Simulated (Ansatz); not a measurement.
# Zn3S2O: the cost of one run

Program: Ansatz 0.2.0. Level of theory: DFT PBE, scalar-relativistic, plane waves, PAW. These are calculated values, not measurements.

2 further runs of the same task are left out: 2 that didn't finish. Runs told in other sessions of the task aren't counted.

## Step 1: Starting point

Symmetry: I-4m2, No. 119, tetragonal system. Conventional cell: a = 3.687 Å, b = 3.687 Å, c = 15.160 Å, α = 90.00°, β = 90.00°, γ = 90.00°. Around Zn (site symmetry 2mm) lie 2 O at 2.08 Å and 2 S at 2.32 Å. Around Zn (site symmetry -4m2) lie 4 S at 2.33 Å. S (site symmetry 2mm) is surrounded by 4 Zn at 2.32 to 2.33 Å. O (site symmetry -4m2) is surrounded by 4 Zn at 2.08 Å.

Coordinates:

```
Zn S O
1.0
    -1.84371    1.84371    7.57981
     1.84371   -1.84371    7.57981
     1.84371    1.84371   -7.57981
Zn S O
3 2 1
Direct
  0.68669 0.68669 0.00000
  0.31331 0.31331 0.00000
  0.00000 0.00000 0.00000
  0.40650 0.90650 0.50000
  0.09350 0.59350 0.50000
  0.75000 0.25000 0.50000
```

The cell was relaxed beforehand at this level, from a generated guess; it needn't be the stable form of this composition. At a tolerance of 0.02 Å it has space group I-4m2 (No. 119); it has 17.18 Å³/atom, an uncorrected energy of -0.94 eV/atom over the elements and, on its mesh, gap 1.11 eV.

## Step 2: Point at V/V0 = 0.97

The input, input.yaml:

```yaml
crystal:
  lattice:
    - [-1.8250844034, 1.8250844034, 7.5032399387]
    - [1.8250844034, -1.8250844034, 7.5032399387]
    - [1.8250844034, 1.8250844034, -7.5032399387]
  atoms:
    - { symbol: Zn, position: [0.686691, 0.686691, 0.0] }
    - { symbol: Zn, position: [0.313309, 0.313309, 0.0] }
    - { symbol: Zn, position: [0.0, 0.0, 0.0] }
    - { symbol: S, position: [0.406498, 0.906498, 0.5] }
    - { symbol: S, position: [0.093502, 0.593502, 0.5] }
    - { symbol: O, position: [0.75, 0.25, 0.5] }
basis:
  ecutwfc: 420
kpoints:
  mp_grid: { grid: [10, 10, 10] }
hamiltonian:
  xc: pbe
scf:
  occupations: { method: gaussian, width: 0.02 }
output:
  forces: true
  stress: true
  eigenvalues: true
relax:
  adjacent_minimum: "off"
  f_tol: 0.01
  max_steps: 30
  cell: { stress_tol: 0.1, fix: [volume] }
```

Run with:

```
$ ansatz run input.yaml --threads 4 --pin off --max-ram 8192MiB --backend cpu --events-out ev --progress --plain --runs-dir out
```

What time and memory should one allow on 4 threads of Arm Neoverse V2, shared host?

About 36 s, with a peak of 0.57 GiB.
